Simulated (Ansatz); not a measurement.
# EuMn2P2: the cost of one run

Computed with Ansatz 0.2.0 through its Python package. Level of theory: DFT PBEsol, plane waves, PAW.

### Step 1. Starting point

Symmetry: P-3m1, No. 164, trigonal system. The conventional cell has a = 3.910 Å, b = 3.910 Å, c = 6.914 Å, α = 90.00°, β = 90.00°, γ = 120.00°. Eu (site symmetry -3m) has 6 P at 2.97 Å in its first shell of neighbours. Around Mn (site symmetry 3m) lie 4 P at 2.34 to 2.37 Å. Around P (site symmetry 3m) lie 4 Mn at 2.34 to 2.37 Å and 3 Eu at 2.97 Å.

No structure file is read: the coordinates are typed or built in the script.

### Step 2. The script

Contents of eumn2p2_pdos.py:

```python
"""Which atoms and shells make the states of EuMn2P2."""

import sys

import ansatz as az
import numpy as np

MESH = (7, 7, 4)
XC = "pbesol"
SMEARING = "Fermi-Dirac"
SMEARING_WIDTH = 0.15
N_EMPTY = 16

cell = (
    az.Lattice.from_parameters(3.909851, 3.909851, 6.913921, alpha=90.0, beta=90.0, gamma=120.0)
    .atom("Eu", [0.0, 0.0, 0.0])
    .atom("Mn", [2 / 3, 1 / 3, 0.61678])
    .atom("Mn", [1 / 3, 2 / 3, 0.38322])
    .atom("P", [2 / 3, 1 / 3, 0.27852])
    .atom("P", [1 / 3, 2 / 3, 0.72148])
    .moments(Eu=7, Mn=4)
)

job = (
    cell.calculation()
    .spin(az.SpinTreatment.COLLINEAR)
    .kpoints(*MESH, center="gamma")
    .functional(XC)
    .occupations(SMEARING, width=SMEARING_WIDTH)  # smearing steadies the SCF of a metal
    .scf(extra_bands=N_EMPTY)
    .density_of_states(projected=True, energy_step=0.05)  # states per eV and cell
)
try:
    result = job.run(threads=1, backend="cpu")
except az.NonConvergedError as error:
    sys.exit(f"no convergence: {error}")
except az.RefusalError as error:
    sys.exit(f"input refused: {error}")
data = result.report

dos = result.density_of_states()
energy = np.asarray(dos.energies_ev) - dos.fermi_ev
curves = {}
for site in result.projected_density_of_states().sites:
    for shell in site.shells:
        weight = sum(np.sum(curve.g_bin_mean_per_ev, axis=0) for curve in shell.curves)
        name = f"{site.species} {shell.label}"
        curves[name] = curves.get(name, 0) + weight

step = energy[1] - energy[0]
windows = [(-10, -5), (-5, 0), (0, 4)]
print("states by shell in windows of E - E_F (eV):", windows)
for name, g in curves.items():
    print(f"{name:8s}", " ".join(f"{step * g[(energy >= a) & (energy < b)].sum():8.3f}" for a, b in windows))
filled = (energy < 0) & (energy > -10)
for name, g in curves.items():
    if g[filled].sum() * step > 0.5:
        print(f"centre of {name}: {np.average(energy[filled], weights=g[filled]):.2f} eV")
```

### Step 3. The input behind the calls

The engine receives this input:

```yaml
crystal:
  lattice:
    a: 3.909851
    b: 3.909851
    c: 6.913921
    alpha: 90.0
    beta: 90.0
    gamma: 120.0
  atoms:
    - { symbol: Eu, position: [0.0, 0.0, 0.0] }
    - { symbol: Mn, position: [0.6666666666666666, 0.3333333333333333, 0.61678] }
    - { symbol: Mn, position: [0.3333333333333333, 0.6666666666666666, 0.38322] }
    - { symbol: P, position: [0.6666666666666666, 0.3333333333333333, 0.27852] }
    - { symbol: P, position: [0.3333333333333333, 0.6666666666666666, 0.72148] }
kpoints:
  mp_grid:
    grid: [7, 7, 4]
    shift: [0.0, 0.0, 0.0]
hamiltonian:
  xc: pbesol
magnetization:
  spin_polarized: true
  per_species:
    Eu: 7.0
    Mn: 4.0
scf:
  n_extra_bands: 16
  occupations:
    method: fermi_dirac
    width: 0.15
output:
  dos:
    de: 0.05
    projected: true
```

### Step 4. The run

Command:

```console
$ python eumn2p2_pdos.py
```

**Question.** How long does this script take on 1 thread of AMD EPYC 9R45 (Zen 5), shared host, and how much memory does it need?

About 11 s, with a peak of 0.67 GiB.
